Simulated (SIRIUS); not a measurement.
Runs of SIRIUS 7.10.0 on TiSn. Symmetry: Fm-3m, No. 225, cubic system. The conventional cell has a = 5.601 Å, b = 5.601 Å, c = 5.601 Å, α = 90.00°, β = 90.00°, γ = 90.00°. Ti (site symmetry m-3m) has 6 Sn at 2.80 Å as nearest neighbours. Around Sn (site symmetry m-3m) lie 6 Ti at 2.80 Å. The cell was built by a generator and needn't be a form met in nature.

```tsv
level	gap on the mesh (eV)	pressure (GPa)
RPBE	none	2.3
LDA	none	-6.1
PBEsol	none	(b)
AM05	none	-3.7
mPWLYP	none	(a)
RGE2	none	(c)
PW91	none	0.0
B86bPBE	none	0.7
```

Alike in all rows: task single point; potentials or basis PseudoDojo 0.4.1 PBE standard (scalar relativistic); no spin polarisation; cell as given; k mesh 8 × 8 × 8; cutoff (eV) 1152; smearing fermi-dirac 0.05 eV.

Problem. Estimate the missing entries.

Solution. (a) 4.1; (b) -3.5; (c) -2.2.

Caveats: the potentials were made for another functional, which shifts forces and pressure.

A k mesh can miss the band edges, and the runs leave out spin-orbit coupling on Sn.

A gap of «none» marks a metal or a gap under the smearing width.

Runs at the PBE level aren't shown here.
